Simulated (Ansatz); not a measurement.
# AsMg: the cost of one run

Computed with Ansatz 0.2.0, Gaussian basis. Level: def2-QZVPP, all electrons in the functionals, frozen cores in the correlation of double hybrids and RPA.

The runs, in order: PBE, BLYP, r2SCAN, B97M-V, PBE0, B3LYP, wB97M-V, B2PLYP, at charge 1, singlet; charge 1, triplet.

4 further runs of the same task are left out: 4 set aside as unsound or not needed.

## (1) The system

The geometry is a PBE0/def2-TZVP stationary point (not a proven minimum). No spin-orbit coupling is included. The filled d shell of As may be among the frozen orbitals whatever the setting's name suggests; the logs give the count.

2 atoms, charge 1, spin multiplicity 1.

Atoms are counted from 1 here; the program's logs count them from 0.

Bond lengths: As1–Mg2 2.512 Å.

No dispersion term is added; B97M-V, wB97M-V hold VV10 nonlocal correlation. B3LYP takes the VWN-RPA correlation.

The geometry shown and the zero of energy belong to the point charge 1, singlet. The yardstick, RCCSD(T), and other wave-function levels (R restricted, U unrestricted, valence and pair active spaces) come from earlier runs.

## (2) PBE, charge 1, singlet

in.yaml reads:

```yaml
crystal:
  periodic: [false, false, false]
  atoms:
    - {symbol: As, position_ang: [0.000000, 0.000000, 0.000000]}
    - {symbol: Mg, position_ang: [0.000000, 0.000000, 2.511600]}
basis:
  gaussian: {orbitals: "def2-QZVPP.json"}
total_charge: 1
magnetization: {spin_polarized: true, initial_magnetization: 0}
hamiltonian: {xc: {name: PBE}}
output: {orbitals: {seedname: orbitals}}
```

Launch:

```
$ ansatz run in.yaml --threads 1 --pin off --events-out ev --progress --plain --max-ram 2393MiB
```

**Question.** How long does this run take on 1 thread of Arm Neoverse V1, shared host, and how much memory does it need?

About 38 s, with a peak of 0.31 GiB.
